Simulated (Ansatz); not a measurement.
**C₂H₇FSn: a ladder of functionals and wavefunction methods**

One table from this session's results is given with a row withheld; the runs are named, their logs left out.

Computed with Ansatz 0.2.0, Gaussian basis. Level: functionals in def2-TZVPP, the program's frozen cores in correlated methods.

Levels to be run: LDA (SPW92), PBE-D4, revPBE-D4, BLYP-D4, r2SCAN-D4, B97M-V, PBE0-D4, B3LYP-D4, r2SCANh-D4, r2SCAN0-D4, HSE06-D4, BHLYP-D4, CAM-B3LYP-D4, LC-ωPBE, ωB97X-V, ωB97M-V, B2PLYP, PBE-QIDH; CCSD(T)/def2-SVP; CCSD(T)/def2-TZVPP; MP2/def2-QZVPP; extrapolation to the limit; RPA on PBE.

## Structure used throughout

An earlier PBE0-D4 in a triple-zeta def2 set relaxation fixed the geometry. Sn takes the def2 core potential; no spin-orbit term is included.

SMILES `C[CH2][SnH2][F]`, 11 atoms, charge 0, spin multiplicity 1.

Atoms are counted from 1 here; the program's logs count them from 0.

Bond lengths: C1–C2 1.522 Å, C1–H5 1.093 Å, C1–H6 1.094 Å, C1–H7 1.092 Å, C2–Sn3 2.136 Å, C2–H8 1.093 Å, C2–H9 1.093 Å, Sn3–F4 1.935 Å, Sn3–H10 1.708 Å, Sn3–H11 1.707 Å. Angles: C2–C1–H5 111.8°, C2–C1–H6 111.0°, C2–C1–H7 111.4°, H5–C1–H6 107.3°, H5–C1–H7 107.5°, H6–C1–H7 107.6°, C1–C2–Sn3 112.3°, C1–C2–H8 111.6°, C1–C2–H9 111.3°, Sn3–C2–H8 107.9°, Sn3–C2–H9 106.5°, H8–C2–H9 106.9°, C2–Sn3–F4 103.2°, C2–Sn3–H10 114.5°, C2–Sn3–H11 116.1°, F4–Sn3–H10 103.9°, F4–Sn3–H11 104.4°, H10–Sn3–H11 112.8°.

Set-up of the first run:

Input file in.yaml:

```yaml
crystal:
  periodic: [false, false, false]
  atoms:
    - {symbol: C, position_ang: [-0.627339, 1.324518, 0.231194]}
    - {symbol: C, position_ang: [-0.284869, -0.048643, 0.792444]}
    - {symbol: Sn, position_ang: [0.869743, -1.217299, -0.573085]}
    - {symbol: F, position_ang: [-0.206745, -1.207096, -2.180697]}
    - {symbol: H, position_ang: [0.269537, 1.919495, 0.040589]}
    - {symbol: H, position_ang: [-1.250644, 1.889620, 0.930058]}
    - {symbol: H, position_ang: [-1.174557, 1.245524, -0.710483]}
    - {symbol: H, position_ang: [0.277122, 0.028141, 1.727293]}
    - {symbol: H, position_ang: [-1.187134, -0.625168, 1.009805]}
    - {symbol: H, position_ang: [2.339729, -0.494072, -1.057817]}
    - {symbol: H, position_ang: [1.040656, -2.871921, -0.188703]}
basis:
  gaussian: {orbitals: def2-TZVPP}
hamiltonian: {xc: lda}
output: {orbitals: {seedname: orbitals}}
```

Among the steps run: LDA; PBE-D4 (GGA); revPBE-D4 (GGA); BLYP-D4 (GGA); r2SCAN-D4 (meta-GGA); B97M-V (meta-GGA); PBE0-D4 (hybrid); B3LYP-D4 (hybrid); r2SCANh-D4 (hybrid); r2SCAN0-D4 (hybrid); HSE06-D4 (hybrid); BHLYP-D4 (hybrid); CAM-B3LYP-D4 (range-separated); LC-ωPBE-D4 (range-separated; the results give it without D4); ωB97X-V (range-separated); ωB97M-V (range-separated); B2PLYP (double hybrid); PBE-QIDH (double hybrid).

One of the session's tables, all rows but one given; the rest of the session is left out.

It belongs to the step «Orbital energies across the functionals». 

| functional | HOMO (eV) | gap (eV) |
| --- | --- | --- |
| LDA (SPW92) | -7.03 | 5.57 |
| PBE-D4 | -6.90 | 5.71 |
| revPBE-D4 | -6.85 | 5.78 |
| BLYP-D4 | -6.80 | 5.67 |
| r2SCAN-D4 | -7.17 | 6.36 |
| B97M-V | -7.25 | 6.19 |
| PBE0-D4 | -8.14 | 7.73 |
| B3LYP-D4 | ? | ? |
| r2SCANh-D4 | -7.63 | 7.08 |
| r2SCAN0-D4 | -8.31 | 8.15 |
| HSE06-D4 | -7.75 | 6.98 |
| BHLYP-D4 | -9.28 | 9.54 |
| CAM-B3LYP-D4 | -9.47 | 9.88 |
| LC-ωPBE | -10.78 | 12.33 |
| ωB97X-V | -10.44 | 11.85 |
| ωB97M-V | -10.31 | 11.36 |

Estimate the missing values for B3LYP-D4.

Worked estimate for «HOMO (eV)». Against the share of exact exchange, BLYP-D4 (0, -6.80), BHLYP-D4 (0.5, -9.28) give a slope of -4.96 per unit share; at 0.2 the line stands at -7.79.

**Answer.** HOMO (eV): -7.95; gap (eV): 7.27. In «HOMO (eV)» the line misses by +0.16.
